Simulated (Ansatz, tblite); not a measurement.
# The cluster In2H2O4: charged states by level of theory

Aim: the energy of removing and adding an electron for the cluster In2H2O4, by energy differences, and how well orbital energies stand in for it.

Computed with Ansatz 0.2.0, Gaussian basis. Level: as each input shows.

The runs, in order: charge +1 doublet, at the geometry of the singlet (PBE0-D4/def2-TZVP, PBE-D4/def2-TZVP, ωB97M-V/def2-TZVP, CCSD(T)/def2-SVP); charge +1 doublet, relaxed (PBE0-D4/def2-TZVP, PBE-D4/def2-TZVP); charge -1 doublet, at the geometry of the singlet (PBE0-D4/def2-TZVPD, PBE-D4/def2-TZVPD); the starting singlet's energies come from earlier runs.

4 further runs of the same task are left out: 1 that didn't finish, 3 set aside as unsound or not needed.

## (1) The geometry

The singlet was relaxed beforehand with B3LYP-D4/def2-SVP. At that level it is the lowest of the isomers that a small search found.

8 atoms, charge 0, spin multiplicity 1.

Atoms are counted from 1 here; the program's logs count them from 0.

Bond lengths: In1–O3 2.051 Å, In1–O4 1.990 Å, In1–O5 2.043 Å, In2–O3 2.050 Å, In2–O5 2.044 Å, In2–O6 1.990 Å, O4–H8 0.970 Å, O6–H7 0.969 Å. Angles: O3–In1–O4 135.3°, O3–In1–O5 88.5°, O4–In1–O5 136.3°, O3–In2–O5 88.5°, O3–In2–O6 135.5°, O5–In2–O6 136.0°, In1–O3–In2 91.3°, In1–O4–H8 109.6°, In1–O5–In2 91.7°, In2–O6–H7 109.7°.

In takes a core potential in the def2 sets. No spin-orbit coupling is included.

## (2) Charge +1 doublet at the fixed geometry, PBE0-D4/def2-TZVP

Contents of in.yaml:

```yaml
crystal:
  periodic: [false, false, false]
  atoms:
    - {symbol: In, position_ang: [1.424922, -0.142456, 0.397667]}
    - {symbol: In, position_ang: [-1.481469, 0.077400, 0.063244]}
    - {symbol: O, position_ang: [0.149806, 0.194452, -1.172953]}
    - {symbol: O, position_ang: [3.397585, -0.297578, 0.609326]}
    - {symbol: O, position_ang: [-0.204842, -0.253447, 1.624996]}
    - {symbol: O, position_ang: [-3.452751, 0.219042, -0.168846]}
    - {symbol: H, position_ang: [-3.660406, 0.383833, -1.101391]}
    - {symbol: H, position_ang: [3.827146, -0.181245, -0.252054]}
basis:
  gaussian: {orbitals: def2-TZVP}
total_charge: 1
magnetization: {spin_polarized: true, initial_magnetization: 1}
hamiltonian: {xc: pbe0, dispersion: d4}
scf: {omitted_lower_state_checks: [starts]}
output: {orbitals: {seedname: orbitals}}
```

Command:

```
> ansatz run in.yaml --threads 4 --pin off --events-out ev --progress --plain --max-ram 4787MiB
```

Log:

```text
Functional definition: PBE0
  name "PBE0"
  cite "Adamo & Barone, J. Chem. Phys. 110, 6158 (1999) doi:10.1063/1.478522"
  cite "Perdew, Burke & Ernzerhof, Phys. Rev. Lett. 77, 3865 (1996) doi:10.1103/PhysRevLett.77.3865"
  parent pbe
  parameter a = 0.25
  parameter kappa = 0.804
  parameter beta = 0.06672455060314922
  exchange = (1 - a)*pbe_x(kappa = kappa, mu = beta*pi^2/3) + a*exact_x
  correlation = pbe_c(beta = beta)
these checks for a lower state are left out or cut short: starts
1654 factors; their error is unknown
mean field evaluation 1: about -18523.4750 eV, gradient 9.7e1 eV
mean field evaluation 2: about -18381.7855 eV, gradient 1.9e2 eV
mean field evaluation 4: about -18552.2661 eV, gradient 3.0e1 eV
mean field evaluation 8: about -18555.4516 eV, gradient 2.6e-1 eV
mean field evaluation 16: about -18555.5555 eV, gradient 4.5e-3 eV
mean field evaluation 32: about -18555.5555 eV, gradient 8.2e-5 eV
mean field -18555.55554189 eV, -681.9040887570 hartree, gradient 1.5e-5 eV, S^2 0.800314; 0 other end points of the search recorded, 0 dependent functions left out
reference -18555.55558549 eV, -681.9040903595 hartree; 38, 37 occupied and 198, 199 virtual orbitals, 1654 factors
Total energy: -18555.70375812 eV, -681.9095356033 hartree
Checks for a lower state left out: starts
```

It took 43 s on 4 threads of Intel Xeon at 2.50GHz, shared host; peak memory 1.5 GiB.

Report: HOMO -13.64 eV, LUMO -10.90 eV (over both spins); ⟨S²⟩ 0.800 (pure: 0.75).

## (3) Charge +1 doublet at the fixed geometry, PBE-D4/def2-TZVP

start.molden holds the orbitals of an earlier run on this state, given as this run's starting guess.

Changes to in.yaml since step 2:

```diff
@@ -12,6 +12,6 @@
 basis:
-  gaussian: {orbitals: def2-TZVP}
+  gaussian: {orbitals: def2-TZVP, initial_orbitals: start.molden}
 total_charge: 1
 magnetization: {spin_polarized: true, initial_magnetization: 1}
-hamiltonian: {xc: pbe0, dispersion: d4}
+hamiltonian: {xc: pbe, dispersion: d4}
 scf: {omitted_lower_state_checks: [starts]}
```

Same command.

Log:

```text
Functional definition: PBE
  name "PBE"
  cite "Perdew, Burke & Ernzerhof, Phys. Rev. Lett. 77, 3865 (1996) doi:10.1103/PhysRevLett.77.3865"
  parent pbe
  parameter kappa = 0.804
  parameter beta = 0.06672455060314922
  exchange = pbe_x(kappa = kappa, mu = beta*pi^2/3)
  correlation = pbe_c(beta = beta)
these checks for a lower state are left out or cut short: starts
1468 factors; their error is unknown
mean field evaluation 1: about -18556.1953 eV, gradient 8.3e0 eV
mean field evaluation 2: about -18556.4786 eV, gradient 4.2e-1 eV
mean field evaluation 4: about -18556.4719 eV, gradient 2.4e-1 eV
mean field evaluation 8: about -18556.4948 eV, gradient 3.6e-1 eV
mean field evaluation 16: about -18556.4953 eV, gradient 1.5e-5 eV
mean field -18556.49528207 eV, -681.9386235720 hartree, gradient 7.8e-6 eV, S^2 0.761580; 0 other end points of the search recorded, 0 dependent functions left out
reference -18556.49534759 eV, -681.9386259798 hartree; 38, 37 occupied and 198, 199 virtual orbitals, 1468 factors
Total energy: -18556.66835448 eV, -681.9449838657 hartree
Checks for a lower state left out: starts
```

Run time: 15 s. Hardware: 4 threads of Intel Xeon at 2.50GHz, shared host.

From the report: HOMO -12.11 eV, LUMO -12.06 eV (over both spins); ⟨S²⟩ 0.762 (pure: 0.75).

## (4) Charge +1 doublet at the fixed geometry, ωB97M-V/def2-TZVP

Changes to in.yaml since step 3:

```diff
@@ -15,3 +15,3 @@
 magnetization: {spin_polarized: true, initial_magnetization: 1}
-hamiltonian: {xc: pbe, dispersion: d4}
+hamiltonian: {xc: {name: wB97M-V}}
 scf: {omitted_lower_state_checks: [starts]}
```

The command is unchanged.

Log, shortened:

```text
Functional definition: wB97M-V
  name "wB97M-V"
  cite "Mardirossian & Head-Gordon, J. Chem. Phys. 144, 214110 (2016) doi:10.1063/1.4952647"
  cite "Becke, J. Chem. Phys. 107, 8554 (1997) doi:10.1063/1.475007"
  cite "Vydrov & Van Voorhis, J. Chem. Phys. 133, 244103 (2010) doi:10.1063/1.3521275"
  # Of w^i u^j: cxij and so on, Table III.
[...]
  gx(w, u) = 1 - cx + cx01*u + cx10*w
  gss(w, u) = css00 + css04*u^4 + css10*w + css20*w^2 + css43*w^4*u^3
  gos(w, u) = cos00 + cos10*w + (cos20 + cos21*u)*w^2 + (cos60 + cos61*u)*w^6
[...]
      + integral(e_c_pw_mod_opposite_spin*gos(b97_w_opposite, b97_u_opposite)) + vv10(b, c)
[...]
1540 factors; their error is unknown
318 factors; integrals over basis functions are off by at most 7.5e-5 eV
[...]
mean field -18559.24656490 eV, -682.0397313509 hartree, gradient 9.8e-6 eV, S^2 0.802579; 0 other end points of the search recorded, 0 dependent functions left out
reference -18559.24664207 eV, -682.0397341869 hartree; 38, 37 occupied and 198, 199 virtual orbitals, 1540 factors
Total energy: -18559.24664207 eV, -682.0397341869 hartree
Checks for a lower state left out: starts
```

Run time: 95 s. Hardware: 4 threads of Intel Xeon at 2.50GHz, shared host; peak memory 1.9 GiB.

Report: HOMO -16.10 eV, LUMO -8.95 eV (over both spins); ⟨S²⟩ 0.803 (pure: 0.75).

## (5) Charge +1 doublet at the fixed geometry, CCSD(T)/def2-SVP

Changes to in.yaml since step 4:

```diff
@@ -12,7 +12,7 @@
 basis:
-  gaussian: {orbitals: def2-TZVP, initial_orbitals: start.molden}
+  gaussian: {orbitals: def2-SVP, initial_orbitals: start.molden}
 total_charge: 1
 magnetization: {spin_polarized: true, initial_magnetization: 1}
-hamiltonian: {xc: {name: wB97M-V}}
-scf: {omitted_lower_state_checks: [starts]}
+correlation: {method: ccsd_t}
+scf: {omitted_lower_state_checks: [starts, cluster_reference]}
 output: {orbitals: {seedname: orbitals}}
```

The command is unchanged.

Log, shortened:

```text
Functional definition: HF
  name "HF"
  cite "Fock, Z. Phys. 61, 126 (1930) doi:10.1007/BF01340294"
  parent pbe
[...]
1292 factors; integrals over basis functions are off by at most 9.5e-4 eV
[...]
mean field -18463.03748607 eV, -678.5041129166 hartree, gradient 3.9e-6 eV, S^2 0.990390; 0 other end points of the search recorded, 0 dependent functions left out
12 core orbitals not correlated: weight in the atoms' cores, before any rotation towards them, 1.000 or more for the frozen orbitals, at most 0.000 for the correlated occupied ones
reference -18463.03748607 eV, -678.5041129166 hartree; 26, 25 occupied and 80, 81 virtual orbitals, 1292 factors
second order -23.86187099 eV of doubles, -0.00000000 eV of singles
cycle   1  -23.40481438 eV  change    4.6e-1 eV  update   1.9e-1
[...]
cycle  13  -24.72862163 eV  change   -4.7e-6 eV  update   4.4e-5
perturbative correction -0.82647245 eV, -0.0303723022 hartree
Total energy: -18488.59258014 eV, -679.4432453020 hartree
Checks for a lower state left out: starts, cluster_reference
```

Wall time 2.1 min (4 threads of Intel Xeon at 2.50GHz, shared host); peak memory 2 GiB.

Hartree-Fock HOMO -16.72 eV, LUMO -4.92 eV (over both spins); ⟨S²⟩ 0.990 (pure: 0.75); T1 0.028. Doubts: spin contamination.

## (6) Vertical ionisation energy

Charged state less starting state, singlet to doublet; the starting state's energies are those of its earlier runs.

```csv
level,vertical ionisation energy (eV),time
HF/def2-SVP†,+7.62,
PBE-D4/def2-TZVP,+9.20,21 s
PBE0-D4/def2-TZVP,+9.19,55 s
ωB97M-V/def2-TZVP,+9.34,1.9 min
MP2/def2-SVP†,+9.62,
CCSD/def2-SVP†,+8.72,
CCSD(T)/def2-SVP†,+8.78,2.6 min
```

Times add the two runs; a level without a time comes out of a correlated run. † marks a level with a doubtful state (flagged, unstable, out of aufbau order, or strongly spin-contaminated); such levels are left out of the summary. CCSD(T)/def2-SVP is no safe reference here (large T1 diagnostic, spin contamination).

Beside −ε(HOMO) of the starting state:

```csv
level,−ε(HOMO) (eV),by difference (eV),mismatch (eV)
PBE-D4/def2-TZVP,6.16,9.20,-3.04
PBE0-D4/def2-TZVP,7.48,9.19,-1.71
ωB97M-V/def2-TZVP,9.75,9.34,+0.42
```

## (7) Relaxing the charge +1 doublet

Changes to in.yaml since step 5:

```diff
@@ -12,7 +12,8 @@
 basis:
-  gaussian: {orbitals: def2-SVP, initial_orbitals: start.molden}
+  gaussian: {orbitals: def2-SVP}
 total_charge: 1
 magnetization: {spin_polarized: true, initial_magnetization: 1}
-correlation: {method: ccsd_t}
-scf: {omitted_lower_state_checks: [starts, cluster_reference]}
+hamiltonian: {xc: {name: B3LYP}, dispersion: d4}
+scf: {lower_state_search: "off"}
 output: {orbitals: {seedname: orbitals}}
+relax: {f_tol: 0.02, max_steps: 100}
```

The command is unchanged.

Log, shortened:

```text
Functional definition: B3LYP
  name "B3LYP"
  cite "Stephens, Devlin, Chabalowski & Frisch, J. Phys. Chem. 98, 11623 (1994) doi:10.1021/j100096a001"
  cite "Becke, Phys. Rev. A 38, 3098 (1988) doi:10.1103/PhysRevA.38.3098"
  cite "Lee, Yang & Parr, Phys. Rev. B 37, 785 (1988) doi:10.1103/PhysRevB.37.785"
  cite "Vosko, Wilk & Nusair, Can. J. Phys. 58, 1200 (1980) doi:10.1139/p80-159"
[...]
1404 factors; integrals over basis functions are off by at most 2.3e-4 eV
[...]
mean field -18556.67015275 eV, -681.9450499510 hartree, gradient 2.1e-6 eV, S^2 0.790230; 0 other end points of the search recorded, 0 dependent functions left out
[...]
reference -18556.67044697 eV, -681.9450607630 hartree; 38, 37 occupied and 80, 81 virtual orbitals, 1404 factors
[...]
Total energy: -18557.54289391 eV, -681.9771225970 hartree
Atom 0 at     1.607735    -0.145145     0.328058 Å, force     0.001038     0.001052    -0.010190 eV/Å
Atom 1 at    -1.643650     0.100259    -0.041704 Å, force     0.001222     0.000954    -0.009820 eV/Å
Atom 2 at     0.137066     0.172654    -1.090863 Å, force     0.000277     0.000373     0.000289 eV/Å
Atom 3 at     3.516515    -0.313621     0.687970 Å, force     0.007205     0.000470    -0.003254 eV/Å
Atom 4 at    -0.170858    -0.214939     1.360121 Å, force    -0.001797    -0.002085     0.014706 eV/Å
Atom 5 at    -3.587961     0.222474    -0.119521 Å, force    -0.006263     0.001515    -0.004813 eV/Å
Atom 6 at    -3.927399     0.390879    -1.016407 Å, force     0.004961    -0.001579     0.007180 eV/Å
Atom 7 at     4.068543    -0.212559    -0.107666 Å, force    -0.006644    -0.000700     0.005902 eV/Å
Dipole moment:     0.075622     0.096219    -0.601724 e Å
Checks for a lower state left out: stability, starts, cluster_reference, orbital_swaps, neighbouring_geometries, increment
```

Run time: 37 s. Hardware: 4 threads of Intel Xeon at 2.50GHz, shared host.

The steps of the relaxation:

```csv
step,energy from step 1 (eV),largest force component (eV/Å)
1,0.0000,3.0673
2,-0.5288,1.1976
3,-0.5769,0.3278
4,-0.5827,0.0959
5,-0.5890,0.0971
6,-0.5899,0.0147
```

Distances of close pairs at the start and the end, largest changes first:

```csv
bond,before (Å),after (Å),change (Å)
In1–In2,2.934,3.282,+0.348
In1–O4,1.990,1.950,-0.040
In2–O6,1.990,1.950,-0.040
In2–O3,2.050,2.068,+0.018
In1–O3,2.051,2.068,+0.017
In1–O5,2.043,2.058,+0.014
In2–O5,2.044,2.058,+0.013
O6–H7,0.969,0.974,+0.004
```

## (8) Charge +1 doublet, PBE0-D4/def2-TZVP

Contents of in.yaml:

```yaml
crystal:
  periodic: [false, false, false]
  atoms:
    - {symbol: In, position_ang: [1.607735, -0.145145, 0.328058]}
    - {symbol: In, position_ang: [-1.643650, 0.100259, -0.041704]}
    - {symbol: O, position_ang: [0.137066, 0.172654, -1.090863]}
    - {symbol: O, position_ang: [3.516515, -0.313621, 0.687970]}
    - {symbol: O, position_ang: [-0.170858, -0.214939, 1.360121]}
    - {symbol: O, position_ang: [-3.587961, 0.222474, -0.119521]}
    - {symbol: H, position_ang: [-3.927399, 0.390879, -1.016407]}
    - {symbol: H, position_ang: [4.068543, -0.212559, -0.107666]}
basis:
  gaussian: {orbitals: def2-TZVP, initial_orbitals: start.molden}
total_charge: 1
magnetization: {spin_polarized: true, initial_magnetization: 1}
hamiltonian: {xc: pbe0, dispersion: d4}
scf: {omitted_lower_state_checks: [starts]}
output: {orbitals: {seedname: orbitals}}
```

Same command.

Log:

```text
Functional definition: PBE0
  name "PBE0"
  cite "Adamo & Barone, J. Chem. Phys. 110, 6158 (1999) doi:10.1063/1.478522"
  cite "Perdew, Burke & Ernzerhof, Phys. Rev. Lett. 77, 3865 (1996) doi:10.1103/PhysRevLett.77.3865"
  parent pbe
  parameter a = 0.25
  parameter kappa = 0.804
  parameter beta = 0.06672455060314922
  exchange = (1 - a)*pbe_x(kappa = kappa, mu = beta*pi^2/3) + a*exact_x
  correlation = pbe_c(beta = beta)
these checks for a lower state are left out or cut short: starts
1654 factors; their error is unknown
mean field evaluation 1: about -18550.9127 eV, gradient 1.3e2 eV
mean field evaluation 2: about -18555.8112 eV, gradient 5.9e0 eV
mean field evaluation 4: about -18556.1053 eV, gradient 3.1e-1 eV
mean field evaluation 8: about -18556.1058 eV, gradient 1.3e-5 eV
mean field -18556.10578540 eV, -681.9243098333 hartree, gradient 1.3e-5 eV, S^2 0.790916; 0 other end points of the search recorded, 0 dependent functions left out
reference -18556.10583040 eV, -681.9243114869 hartree; 38, 37 occupied and 198, 199 virtual orbitals, 1654 factors
Total energy: -18556.25146460 eV, -681.9296634449 hartree
Checks for a lower state left out: starts
```

Run time: 16 s. Hardware: 4 threads of Intel Xeon at 2.50GHz, shared host.

Report: HOMO -13.65 eV, LUMO -9.51 eV (over both spins); ⟨S²⟩ 0.791 (pure: 0.75).

## (9) Charge +1 doublet, PBE-D4/def2-TZVP

Changes to in.yaml since step 8:

```diff
@@ -15,3 +15,3 @@
 magnetization: {spin_polarized: true, initial_magnetization: 1}
-hamiltonian: {xc: pbe0, dispersion: d4}
+hamiltonian: {xc: pbe, dispersion: d4}
 scf: {omitted_lower_state_checks: [starts]}
```

Launched as before.

Log:

```text
Functional definition: PBE
  name "PBE"
  cite "Perdew, Burke & Ernzerhof, Phys. Rev. Lett. 77, 3865 (1996) doi:10.1103/PhysRevLett.77.3865"
  parent pbe
  parameter kappa = 0.804
  parameter beta = 0.06672455060314922
  exchange = pbe_x(kappa = kappa, mu = beta*pi^2/3)
  correlation = pbe_c(beta = beta)
these checks for a lower state are left out or cut short: starts
1468 factors; their error is unknown
mean field evaluation 1: about -18556.7234 eV, gradient 8.2e0 eV
mean field evaluation 2: about -18556.9897 eV, gradient 3.5e-1 eV
mean field evaluation 4: about -18556.9809 eV, gradient 2.4e-1 eV
mean field evaluation 8: about -18556.9810 eV, gradient 1.9e-5 eV
mean field -18556.98101125 eV, -681.9564737900 hartree, gradient 1.9e-5 eV, S^2 0.763738; 0 other end points of the search recorded, 0 dependent functions left out
reference -18556.98107827 eV, -681.9564762529 hartree; 38, 37 occupied and 198, 199 virtual orbitals, 1468 factors
Total energy: -18557.15166985 eV, -681.9627453777 hartree
Checks for a lower state left out: starts
```

Wall time 7 s (4 threads of Intel Xeon at 2.50GHz, shared host).

HOMO -11.96 eV, LUMO -10.98 eV (over both spins); ⟨S²⟩ 0.764 (pure: 0.75).

## (10) Adiabatic ionisation energy

Charged state less starting state, singlet to doublet; the starting state's energies are those of its earlier runs.

```csv
level,adiabatic ionisation energy (eV),time
PBE-D4/def2-TZVP,+8.71,13 s
PBE0-D4/def2-TZVP,+8.64,29 s
```

Times add the two runs; a level without a time comes out of a correlated run.

## (11) Charge -1 doublet at the fixed geometry, PBE0-D4/def2-TZVPD

Contents of in.yaml:

```yaml
crystal:
  periodic: [false, false, false]
  atoms:
    - {symbol: In, position_ang: [1.424922, -0.142456, 0.397667]}
    - {symbol: In, position_ang: [-1.481469, 0.077400, 0.063244]}
    - {symbol: O, position_ang: [0.149806, 0.194452, -1.172953]}
    - {symbol: O, position_ang: [3.397585, -0.297578, 0.609326]}
    - {symbol: O, position_ang: [-0.204842, -0.253447, 1.624996]}
    - {symbol: O, position_ang: [-3.452751, 0.219042, -0.168846]}
    - {symbol: H, position_ang: [-3.660406, 0.383833, -1.101391]}
    - {symbol: H, position_ang: [3.827146, -0.181245, -0.252054]}
basis:
  gaussian: {orbitals: def2-TZVPD}
total_charge: -1
magnetization: {spin_polarized: true, initial_magnetization: 1}
hamiltonian: {xc: pbe0, dispersion: d4}
scf: {omitted_lower_state_checks: [starts]}
output: {orbitals: {seedname: orbitals}}
```

Launched as before.

Log, shortened:

```text
Functional definition: PBE0
  name "PBE0"
  cite "Adamo & Barone, J. Chem. Phys. 110, 6158 (1999) doi:10.1063/1.478522"
  cite "Perdew, Burke & Ernzerhof, Phys. Rev. Lett. 77, 3865 (1996) doi:10.1103/PhysRevLett.77.3865"
  parent pbe
[...]
1864 factors; their error is unknown
[...]
mean field -18566.12565027 eV, -682.2925330754 hartree, gradient 4.8e-5 eV, S^2 0.754596; 0 other end points of the search recorded, 0 dependent functions left out
reference -18566.12570224 eV, -682.2925349851 hartree; 39, 38 occupied and 251, 252 virtual orbitals, 1864 factors
Total energy: -18566.30159280 eV, -682.2989988442 hartree
Checks for a lower state left out: starts
```

Run time: 31 s. Hardware: 4 threads of Intel Xeon at 2.50GHz, shared host; peak memory 1.2 GiB.

From the report: HOMO 0.16 eV, LUMO 1.64 eV (over both spins); ⟨S²⟩ 0.755 (pure: 0.75). Doubts: highest occupied level lies above zero.

## (12) Charge -1 doublet at the fixed geometry, PBE-D4/def2-TZVPD

Changes to in.yaml since step 11:

```diff
@@ -12,6 +12,6 @@
 basis:
-  gaussian: {orbitals: def2-TZVPD}
+  gaussian: {orbitals: def2-TZVPD, initial_orbitals: start.molden}
 total_charge: -1
 magnetization: {spin_polarized: true, initial_magnetization: 1}
-hamiltonian: {xc: pbe0, dispersion: d4}
+hamiltonian: {xc: pbe, dispersion: d4}
 scf: {omitted_lower_state_checks: [starts]}
```

Same command.

Log:

```text
Functional definition: PBE
  name "PBE"
  cite "Perdew, Burke & Ernzerhof, Phys. Rev. Lett. 77, 3865 (1996) doi:10.1103/PhysRevLett.77.3865"
  parent pbe
  parameter kappa = 0.804
  parameter beta = 0.06672455060314922
  exchange = pbe_x(kappa = kappa, mu = beta*pi^2/3)
  correlation = pbe_c(beta = beta)
these checks for a lower state are left out or cut short: starts
1700 factors; their error is unknown
mean field evaluation 1: about -18566.9985 eV, gradient 8.3e0 eV
mean field evaluation 2: about -18567.2459 eV, gradient 3.0e-1 eV
mean field evaluation 4: about -18567.2378 eV, gradient 2.2e-1 eV
mean field evaluation 8: about -18567.2379 eV, gradient 1.8e-5 eV
mean field -18567.23787128 eV, -682.3334064439 hartree, gradient 1.8e-5 eV, S^2 0.750873; 0 other end points of the search recorded, 0 dependent functions left out
reference -18567.23793899 eV, -682.3334089319 hartree; 39, 38 occupied and 251, 252 virtual orbitals, 1700 factors
Total energy: -18567.44304825 eV, -682.3409465581 hartree
Checks for a lower state left out: starts
```

Wall time 12 s (4 threads of Intel Xeon at 2.50GHz, shared host).

Report: HOMO 0.61 eV, LUMO 0.89 eV (over both spins); ⟨S²⟩ 0.751 (pure: 0.75). Doubts: highest occupied level lies above zero.

## (13) Vertical electron affinity

Starting state less charged state (positive: the electron is bound), singlet to doublet; the starting state's energies are those of its earlier runs.

```csv
level,vertical electron affinity (eV),time
PBE-D4/def2-TZVPD,+1.43,22 s
PBE0-D4/def2-TZVPD,+1.28,46 s
```

Times add the two runs; a level without a time comes out of a correlated run.

Beside −ε(LUMO) of the starting state:

```csv
level,−ε(LUMO) (eV),by difference (eV),mismatch (eV)
PBE-D4/def2-TZVPD,3.58,1.43,+2.15
PBE0-D4/def2-TZVPD,2.75,1.28,+1.47
```

## (14) Results

| quantity | value |
| --- | --- |
| vertical ionisation energy, functionals in def2-TZVP | 9.19 (PBE0-D4) to 9.34 eV (ωB97M-V) |
| adiabatic ionisation energy, functionals in def2-TZVP | 8.64 (PBE0-D4) to 8.71 eV (PBE-D4) |
| vertical electron affinity, functionals in def2-TZVPD | 1.28 (PBE0-D4) to 1.43 eV (PBE-D4) |
| relaxation of the cation side, PBE-D4/def2-TZVP | 0.48 eV |

The vertical ionisation energy spans 9.19 to 9.34 eV over the functionals. −ε(HOMO) misses the level's own difference by +0.42 eV at best (ωB97M-V) and -3.04 eV at worst (PBE-D4). The adiabatic ionisation energy spans 8.64 to 8.71 eV over the functionals. The vertical electron affinity spans 1.28 to 1.43 eV over the functionals. The anion's highest level lies above zero where self-interaction lifts it, so diffuse functions weigh on these values. −ε(LUMO) misses the level's own difference by +1.47 eV at best (PBE0-D4) and +2.15 eV at worst (PBE-D4). Relaxing the oxidised state gains 0.48 eV at PBE-D4/def2-TZVP.
